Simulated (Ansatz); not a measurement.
I need a ladder of methods at one geometry of ClGeH5Si, SMILES [SiH3][GeH2][Cl]. Use Ansatz's Python interface. Level of theory (for the species named): B3LYP, def2-SVP basis, multiplicity 1. The script varies functional: b3lyp, pbe, hf, lda, r2scan.

```xyz
8

Si   -0.8013    0.7475   -0.2731
Ge    0.7269   -0.8405    0.1566
Cl    1.9626   -0.1850    1.7758
H    -1.6358    0.3629   -1.3968
H    -0.1685    2.0356   -0.6731
H    -1.6693    1.0319    0.9141
H     1.6231   -1.0708   -1.1026
H     0.0544   -2.1387    0.5433
```

`run_methods.py`:
```python
# -*- coding: utf-8 -*-
'''ClGeH5Si at several levels of theory.'''

from pathlib import Path

import ansatz
import numpy as np


def main():
    geometry_ang = [
        ('Si', [-0.8013, 0.7475, -0.2731]),
        ('Ge', [0.7269, -0.8405, 0.1566]),
        ('Cl', [1.9626, -0.185, 1.7758]),
        ('H', [-1.6358, 0.3629, -1.3968]),
        ('H', [-0.1685, 2.0356, -0.6731]),
        ('H', [-1.6693, 1.0319, 0.9141]),
        ('H', [1.6231, -1.0708, -1.1026]),
        ('H', [0.0544, -2.1387, 0.5433]),
    ]
    mol = ansatz.Crystal.molecule()
    for symbol, xyz in geometry_ang:
        mol = mol.atom(symbol, xyz)

    setup = mol.calculation().basis(gaussian='def2-SVP')

    print('functional    E (Ha)        dipole (D)   HOMO (eV)  LUMO (eV)')
    for name in ['b3lyp', 'pbe', 'hf', 'lda', 'r2scan']:
        rep = setup.functional(name).forces().orbitals().run(threads=1, pin='off', runs_dir='runs').report
        lines = Path(rep['orbitals_path']).read_text().splitlines()
        field_of = lambda key: [line.split('=')[1].strip() for line in lines if line.startswith(key)]
        orbitals = [(27.211386 * float(e), s, float(n)) for e, s, n in zip(field_of('Ene='), field_of('Spin='), field_of('Occup='))]
        homo = max(e for e, _, n in orbitals if n > 0.5)
        lumo = min(e for e, _, n in orbitals if n < 0.5)
        dipole = 4.803205 * np.linalg.norm(rep['charge_distribution']['dipole_moment_e_ang'])
        print(f'{name:10s} {rep["free_energy_ev"] / 27.211386246:14.6f} {dipole:9.3f} {homo:11.3f} {lumo:10.3f}')


if __name__ == '__main__':
    main()
```

```console
$ python run_methods.py
functional    E (Ha)        dipole (D)   HOMO (eV)  LUMO (eV)
b3lyp        -2829.310160     1.570      -7.947     -0.665
pbe          -2828.556849     1.507      -6.945     -1.371
hf           -2826.238801     1.864     -11.143      2.909
lda          -2823.361687     1.521      -6.991     -1.570
r2scan       -2829.166551     1.671      -7.318     -1.192
```

Caveats:
- Total energies depend on the basis set; only differences at equal settings carry meaning.
- The geometry is a force-field or estimated start, not a minimum of this method, and the basis set is short of its limit. A lower total doesn't mark the better method: functionals have no common bound, and MP2 and coupled cluster aren't variational.
- b3lyp holds the VWN-RPA fit, as in Gaussian; the form of ORCA and Turbomole is b3lyp5.
- Levels such as HOMO and LUMO are orbital energies: with these approximate functionals they aren't the ionisation energy and electron affinity, and their gap isn't the fundamental gap.
- Timing: 16 s on 1 thread of Arm Neoverse V1 (shared host), peak memory 0.26 GiB.
